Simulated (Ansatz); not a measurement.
# CH₇SbSi: how energies converge with the basis set

Aim: see how fast density functionals converge with the basis set for CH₇SbSi.

Method: one geometry, several basis sets; program: Ansatz 0.2.0, Gaussian basis.

Plan: PBE0-D4/def2-SVP; ωB97M-V/def2-SVP; PBE0-D4/def2-QZVPP; ωB97M-V/def2-QZVPP; the functionals' def2-TZVPP values are taken from earlier runs.

## Step 1: The geometry

The geometry comes from an earlier relaxation with PBE0-D4 in a triple-zeta def2 set; it is a stationary point, not always the lowest conformer. Sb takes the def2 core potential; no spin-orbit term is included.

10 atoms, charge 0, spin multiplicity 1.

Atoms are counted from 1 here; the program's logs count them from 0.

Bond lengths: Si1–C2 1.865 Å, Si1–H4 1.492 Å, Si1–H5 1.487 Å, Si1–H6 1.487 Å, C2–Sb3 2.170 Å, C2–H7 1.093 Å, C2–H8 1.093 Å, Sb3–H9 1.712 Å, Sb3–H10 1.712 Å. Angles: C2–Si1–H4 111.6°, C2–Si1–H5 110.0°, C2–Si1–H6 110.0°, H4–Si1–H5 108.2°, H4–Si1–H6 108.2°, H5–Si1–H6 108.8°, Si1–C2–Sb3 114.3°, Si1–C2–H7 111.1°, Si1–C2–H8 111.1°, Sb3–C2–H7 106.4°, Sb3–C2–H8 106.3°, H7–C2–H8 107.2°, C2–Sb3–H9 94.1°, C2–Sb3–H10 94.1°, H9–Sb3–H10 90.9°.

## Step 2: PBE0-D4 in def2-SVP

in.yaml reads:

```yaml
crystal:
  periodic: [false, false, false]
  atoms:
    - {symbol: Si, position_ang: [-1.049476, 0.231422, -0.643509]}
    - {symbol: C, position_ang: [0.274159, -0.944943, -0.058808]}
    - {symbol: Sb, position_ang: [1.800848, -0.028628, 1.182122]}
    - {symbol: H, position_ang: [-2.065337, -0.460639, -1.488347]}
    - {symbol: H, position_ang: [-0.440023, 1.322135, -1.449561]}
    - {symbol: H, position_ang: [-1.747406, 0.832190, 0.523869]}
    - {symbol: H, position_ang: [0.796820, -1.400413, -0.903959]}
    - {symbol: H, position_ang: [-0.155402, -1.758119, 0.532077]}
    - {symbol: H, position_ang: [0.676670, 0.825531, 2.149857]}
    - {symbol: H, position_ang: [1.992346, 1.330365, 0.159161]}
basis:
  gaussian: {orbitals: def2-SVP}
hamiltonian: {xc: pbe0, dispersion: d4}
output: {orbitals: {seedname: orbitals}}
```

The run is started by

```
$ ansatz run in.yaml --threads 2 --pin off --events-out ev --progress --plain --max-ram 4352MiB
```

After this run come: ωB97M-V in def2-SVP; PBE0-D4 in def2-QZVPP; ωB97M-V in def2-QZVPP.

**Question.** What will the summary of the whole plan be? Wanted: PBE0-D4: double and triple zeta above quadruple; ωB97M-V: double and triple zeta above quadruple.

**Answer**, as computed:

| quantity | value |
| --- | --- |
| PBE0-D4: double and triple zeta above quadruple | 4.68, 0.39 eV |
| ωB97M-V: double and triple zeta above quadruple | 4.84, 0.38 eV |

**Reading.** For PBE0-D4 the step from double to triple zeta gains 4.29 eV and the next only 0.39 eV. These are total energies; as a rule much of such shifts cancels in differences, which this series doesn't test. The LUMO of ωB97M-V is positive and keeps falling with the basis (1.55 to 0.86 eV): an unbound level that the basis holds in place.
